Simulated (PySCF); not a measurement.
# C5H5F2O3: the cost of one run

Computed with PySCF 2.14.0, with density-fitted response routines of our own, on a single molecule, in the gas phase or a continuum. Atoms count from 0, in the outputs and in this text.

### 1 Starting geometry

15 atoms, charge -1, multiplicity 1; geometry from: GFN2-xTB. The atoms were then displaced at random by about 0.01 Å, so the start is not that level's minimum.

Bonds of the start (Å): C0–C1 1.34, C1–C2 1.50, C2–F3 1.38, C2–F4 1.39, C2–C5 1.53, C5–O6 1.36, O6–C7 1.52, C7–O8 1.23, C7–O9 1.21, C0–H10 1.05, C0–H11 1.10, C1–H12 1.11, C5–H13 1.11, C5–H14 1.11.

### 2 Optimising the geometry at PBE0-D3(BJ)/def2-SVP

The job: settings as JSON, then the geometry in Å.

```
{"job": {"xc": "PBE0", "basis": "def2-SVP", "d3": "d3bj", "grid": 1, "shake": 0.01, "kind": "geom"}, "charge": -1, "multiplicity": 1}
C      1.850790     0.926160     0.615180
C      0.954390     0.719070    -0.354590
C      0.603840    -0.641460    -0.872690
F      0.711830    -0.650650    -2.245000
F      1.574030    -1.575930    -0.520810
C     -0.758010    -1.117450    -0.374350
O     -1.709730    -0.151930    -0.473000
C     -2.016690     0.605620     0.807490
O     -1.448940     0.186200     1.811340
O     -2.824560     1.489750     0.619050
H      2.375970     0.148280     1.081060
H      2.012270     1.946440     0.990880
H      0.342640     1.512980    -0.820840
H     -0.637540    -1.401890     0.694000
H     -1.045640    -2.012570    -0.964970
```

Launch:

```bash
$ OMP_NUM_THREADS=1 python probes_run.py task.json out
```

This one command runs all jobs of the session in turn.

**Question.** How long does this first job take on 1 thread of Arm Neoverse V1, shared host, and how much memory does it need?

About 2.4 min, with a peak of 0.67 GiB.
